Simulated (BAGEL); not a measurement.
# One shape, several levels: doublet C2H7BO+

We compute a comparison of 4 runs (UHF/STO-3G, ROHF/6-31G*, UHF/6-31G*, ROHF/def2-SVP) of doublet C2H7BO+. 

Program for the calculation: BAGEL 1.2.2.

### Step 1. Starting point

C2H7BO+ has 11 atoms, charge +1, and is taken as a doublet. SMILES of the parent species: `CB(C)O`. The coordinates come from a GFN2-xTB relaxation. That shape belongs to the parent species and isn't relaxed for this state.

Bond lengths: B1–C2 1.589 Å, B1–C6 1.596 Å, B1–O10 1.339 Å, C2–H3 1.087 Å, C2–H4 1.086 Å, C2–H5 1.088 Å, C6–H7 1.089 Å, C6–H8 1.088 Å, C6–H9 1.087 Å, O10–H11 0.958 Å. Some angles: C2–B1–C6 120.4°, C2–B1–O10 117.3°, C6–B1–O10 122.3°, B1–C2–H3 111.8°, B1–C2–H4 112.2°, B1–C2–H5 110.4°, B1–C6–H7 113.3°, B1–C6–H8 110.4°, B1–C6–H9 111.6°, B1–O10–H11 116.9°.

### Step 2. The energy at UHF/STO-3G (density fitting with qzvpp-jkfit) (run 1)

job.json reads:

```json
{ "bagel" : [

{
  "title" : "molecule",
  "basis" : "sto-3g",
  "df_basis" : "qzvpp-jkfit",
  "angstrom" : "true",
  "geometry" : [
    { "atom" : "B", "xyz" : [   -0.125440,   -0.387460,    0.039630 ] },
    { "atom" : "C", "xyz" : [    1.456280,   -0.334730,   -0.104150 ] },
    { "atom" : "H", "xyz" : [    1.765010,    0.288850,   -0.939650 ] },
    { "atom" : "H", "xyz" : [    1.888220,   -1.321710,   -0.239900 ] },
    { "atom" : "H", "xyz" : [    1.904240,    0.099080,    0.787380 ] },
    { "atom" : "C", "xyz" : [   -0.984830,    0.957000,    0.013150 ] },
    { "atom" : "H", "xyz" : [   -2.034220,    0.803290,    0.260980 ] },
    { "atom" : "H", "xyz" : [   -0.949490,    1.411380,   -0.975170 ] },
    { "atom" : "H", "xyz" : [   -0.588610,    1.698030,    0.702780 ] },
    { "atom" : "O", "xyz" : [   -0.688980,   -1.594020,    0.180280 ] },
    { "atom" : "H", "xyz" : [   -1.642190,   -1.619720,    0.274670 ] }
  ]
},
{
  "title" : "uhf",
  "charge" : 1,
  "nopen" : 1
},
{
  "title" : "print",
  "file" : "orbitals.molden",
  "orbitals" : "true"
}

]}
```

The run is started by

```sh
BAGEL_NUM_THREADS=1 BAGEL job.json > job.out
```

Output:

```text
* using 1 threads per process

  ===============================================================
  ===============================================================

  *** Geometry ***

  { "atom" : "B", "xyz" : [     -0.237047,     -0.732193,      0.074890 ] },
  { "atom" : "C", "xyz" : [      2.751970,     -0.632548,     -0.196815 ] },
  { "atom" : "H", "xyz" : [      3.335386,      0.545847,     -1.775681 ] },
  { "atom" : "H", "xyz" : [      3.568219,     -2.497670,     -0.453345 ] },
  { "atom" : "H", "xyz" : [      3.598492,      0.187234,      1.487933 ] },
  { "atom" : "C", "xyz" : [     -1.861059,      1.808468,      0.024850 ] },
  { "atom" : "H", "xyz" : [     -3.844119,      1.517998,      0.493181 ] },
  { "atom" : "H", "xyz" : [     -1.794276,      2.667122,     -1.842804 ] },
  { "atom" : "H", "xyz" : [     -1.112312,      3.208812,      1.328062 ] },
  { "atom" : "O", "xyz" : [     -1.301984,     -3.012261,      0.340680 ] },
  { "atom" : "H", "xyz" : [     -3.103289,     -3.060827,      0.519051 ] },

  Number of auxiliary basis functions:      428

  Since a DF basis is specified, we compute 2- and 3-index integrals:
    o Being stored without compression. Storage requirement is 0.002 GB

  Number of basis functions:       27
  Number of electrons      :       32

    * METHOD: MOLECULE                             0.32

  *** Open-shell HF ***

  === Nuclear Repulsion ===
   113.4787862883

      * DIIS with orbital gradients will be used.

  === UHF iteration (sto-3g) ===
      0       -176.76040460          0.03643275           0.05
      1       -176.82534074          0.02134984           0.05
      2       -176.84024564          0.01102093           0.04
      3       -176.84627210          0.00132528           0.04
      4       -176.84678953          0.00092816           0.04
      5       -176.84716591          0.00087754           0.04
[... 54 lines of this table left out ...]
     60       -176.85542103          0.00000001           0.05
     61       -176.85542103          0.00000001           0.05
    * SCF iteration converged.

    * S^2 (UHF) is 0.7647

    * Permanent dipole moment:
           (    1.216778,     0.729476,    -0.170432) a.u.

    * METHOD: UHF                                  2.97

    * METHOD: PRINT                                0.00

  ===============================================================
```

Wall time 3.9 s (1 thread of Intel Xeon at 2.50GHz (Skylake/Cascade Lake), shared host).

### Step 3. A single-point energy at ROHF/6-31G(d) (density fitting with qzvpp-jkfit, spherical functions) (run 2)

input.json reads:

```json
{ "bagel" : [

{
  "title" : "molecule",
  "basis" : "6-31gs.json",
  "df_basis" : "qzvpp-jkfit",
  "angstrom" : true,
  "geometry" : [
    { "atom" : "B", "xyz" : [   -0.125440,   -0.387460,    0.039630 ] },
    { "atom" : "C", "xyz" : [    1.456280,   -0.334730,   -0.104150 ] },
    { "atom" : "H", "xyz" : [    1.765010,    0.288850,   -0.939650 ] },
    { "atom" : "H", "xyz" : [    1.888220,   -1.321710,   -0.239900 ] },
    { "atom" : "H", "xyz" : [    1.904240,    0.099080,    0.787380 ] },
    { "atom" : "C", "xyz" : [   -0.984830,    0.957000,    0.013150 ] },
    { "atom" : "H", "xyz" : [   -2.034220,    0.803290,    0.260980 ] },
    { "atom" : "H", "xyz" : [   -0.949490,    1.411380,   -0.975170 ] },
    { "atom" : "H", "xyz" : [   -0.588610,    1.698030,    0.702780 ] },
    { "atom" : "O", "xyz" : [   -0.688980,   -1.594020,    0.180280 ] },
    { "atom" : "H", "xyz" : [   -1.642190,   -1.619720,    0.274670 ] }
  ]
},
{ "title" : "rohf", "charge" : 1, "nopen" : 1 },
{ "title" : "print", "file" : "orbitals.molden", "orbitals" : true }

]}
```

The basis set 6-31G* is read from a file made from the Basis Set Exchange's data (not shown).

The run is started by

```sh
BAGEL_NUM_THREADS=1 BAGEL input.json > input.out
```

Output:

```text
* using 1 threads per process

  ===============================================================
  ===============================================================

  *** Geometry ***

  { "atom" : "B", "xyz" : [     -0.237047,     -0.732193,      0.074890 ] },
  { "atom" : "C", "xyz" : [      2.751970,     -0.632548,     -0.196815 ] },
  { "atom" : "H", "xyz" : [      3.335386,      0.545847,     -1.775681 ] },
  { "atom" : "H", "xyz" : [      3.568219,     -2.497670,     -0.453345 ] },
  { "atom" : "H", "xyz" : [      3.598492,      0.187234,      1.487933 ] },
  { "atom" : "C", "xyz" : [     -1.861059,      1.808468,      0.024850 ] },
  { "atom" : "H", "xyz" : [     -3.844119,      1.517998,      0.493181 ] },
  { "atom" : "H", "xyz" : [     -1.794276,      2.667122,     -1.842804 ] },
  { "atom" : "H", "xyz" : [     -1.112312,      3.208812,      1.328062 ] },
  { "atom" : "O", "xyz" : [     -1.301984,     -3.012261,      0.340680 ] },
  { "atom" : "H", "xyz" : [     -3.103289,     -3.060827,      0.519051 ] },

  Number of auxiliary basis functions:      428

  Since a DF basis is specified, we compute 2- and 3-index integrals:
    o Being stored without compression. Storage requirement is 0.017 GB

  Number of basis functions:       70
  Number of electrons      :       32

    * METHOD: MOLECULE                             0.49

  *** Open-shell HF ***

  === Nuclear Repulsion ===
   113.4787862883

      * DIIS with orbital gradients will be used.

  === ROHF iteration (6-31gs.json) ===
      0       -178.87382670          0.04127049           0.18
      1       -178.98202174          0.02762809           0.15
      2       -179.01213703          0.01900983           0.13
      3       -179.04024686          0.00131130           0.12
      4       -179.04053840          0.00042217           0.14
      5       -179.04060846          0.00022377           0.15
[... 21 lines of this table left out ...]
     27       -179.04074871          0.00000001           0.16
     28       -179.04074872          0.00000001           0.15
    * SCF iteration converged.

    * S^2 (ROHF) is 0.7500

    * Permanent dipole moment:
           (    0.095499,    -0.708909,     0.038368) a.u.

    * METHOD: ROHF                                 4.37

    * METHOD: PRINT                                0.01

  ===============================================================
```

Wall time 5.7 s (1 thread of Intel Xeon at 2.50GHz (Skylake/Cascade Lake), shared host).

Run 3 isn't shown in full; the table further down has it.

### Step 4. The energy at ROHF/def2-SVP (density fitting with qzvpp-jkfit) (run 4)

input.json reads:

```json
{ "bagel" : [

{
  "title" : "molecule",
  "basis" : "svp",
  "df_basis" : "qzvpp-jkfit",
  "angstrom" : true,
  "geometry" : [
    { "atom" : "B", "xyz" : [      -0.125440,      -0.387460,       0.039630 ] },
    { "atom" : "C", "xyz" : [       1.456280,      -0.334730,      -0.104150 ] },
    { "atom" : "H", "xyz" : [       1.765010,       0.288850,      -0.939650 ] },
    { "atom" : "H", "xyz" : [       1.888220,      -1.321710,      -0.239900 ] },
    { "atom" : "H", "xyz" : [       1.904240,       0.099080,       0.787380 ] },
    { "atom" : "C", "xyz" : [      -0.984830,       0.957000,       0.013150 ] },
    { "atom" : "H", "xyz" : [      -2.034220,       0.803290,       0.260980 ] },
    { "atom" : "H", "xyz" : [      -0.949490,       1.411380,      -0.975170 ] },
    { "atom" : "H", "xyz" : [      -0.588610,       1.698030,       0.702780 ] },
    { "atom" : "O", "xyz" : [      -0.688980,      -1.594020,       0.180280 ] },
    { "atom" : "H", "xyz" : [      -1.642190,      -1.619720,       0.274670 ] }
  ]
},

{
  "title" : "rohf",
  "charge" : 1,
  "nopen" : 1
},

{
  "title" : "print",
  "file" : "orbitals.molden",
  "orbitals" : true
}

]}
```

The run is started by

```sh
BAGEL_NUM_THREADS=1 BAGEL input.json > input.out
```

Output:

```text
* using 1 threads per process

  ===============================================================
  ===============================================================

  *** Geometry ***

  { "atom" : "B", "xyz" : [     -0.237047,     -0.732193,      0.074890 ] },
  { "atom" : "C", "xyz" : [      2.751970,     -0.632548,     -0.196815 ] },
  { "atom" : "H", "xyz" : [      3.335386,      0.545847,     -1.775681 ] },
  { "atom" : "H", "xyz" : [      3.568219,     -2.497670,     -0.453345 ] },
  { "atom" : "H", "xyz" : [      3.598492,      0.187234,      1.487933 ] },
  { "atom" : "C", "xyz" : [     -1.861059,      1.808468,      0.024850 ] },
  { "atom" : "H", "xyz" : [     -3.844119,      1.517998,      0.493181 ] },
  { "atom" : "H", "xyz" : [     -1.794276,      2.667122,     -1.842804 ] },
  { "atom" : "H", "xyz" : [     -1.112312,      3.208812,      1.328062 ] },
  { "atom" : "O", "xyz" : [     -1.301984,     -3.012261,      0.340680 ] },
  { "atom" : "H", "xyz" : [     -3.103289,     -3.060827,      0.519051 ] },

  Number of auxiliary basis functions:      428

  Since a DF basis is specified, we compute 2- and 3-index integrals:
    o Being stored without compression. Storage requirement is 0.028 GB

  Number of basis functions:       91
  Number of electrons      :       32

    * METHOD: MOLECULE                             0.61

  *** Open-shell HF ***

  === Nuclear Repulsion ===
   113.4787862883

      * DIIS with orbital gradients will be used.

  === ROHF iteration (svp) ===
      0       -178.73880505          0.03139316           0.26
      1       -178.86265348          0.02059718           0.21
      2       -178.89101784          0.01380439           0.21
      3       -178.91511730          0.00119096           0.23
      4       -178.91547227          0.00045298           0.21
      5       -178.91556769          0.00020690           0.23
[... 22 lines of this table left out ...]
     28       -178.91586009          0.00000001           0.23
     29       -178.91586010          0.00000001           0.19
    * SCF iteration converged.

    * S^2 (ROHF) is 0.7500

    * Permanent dipole moment:
           (   -0.028886,    -0.671446,     0.045645) a.u.

    * METHOD: ROHF                                 7.48

    * METHOD: PRINT                                0.03

  ===============================================================
```

Run time: 9 s. Hardware: 1 thread of Intel Xeon at 2.50GHz (Skylake/Cascade Lake), shared host.

### Step 5. All runs side by side

```tsv
run	level	energy (Eh)	⟨S²⟩	wall time
1	UHF/STO-3G (density fitting with qzvpp-jkfit)	-176.855421	0.765	3.9 s
2	ROHF/6-31G* (density fitting with qzvpp-jkfit, spherical functions)	-179.040749	0.750	5.7 s
3	UHF/6-31G* (density fitting with qzvpp-jkfit, spherical functions)	-179.048264	0.773	6 s
4	ROHF/def2-SVP (density fitting with qzvpp-jkfit)	-178.915860	0.750	9 s
```

### Step 6. Summary of results

| quantity | value |
| --- | --- |
| run 4: total energy | -178.91586 Eh |
| run 4: ⟨S²⟩ | 0.750 |

**Reading.** In run 1 the basis is minimal, so the values are rough. All runs together took 25 s, the longest 9 s.
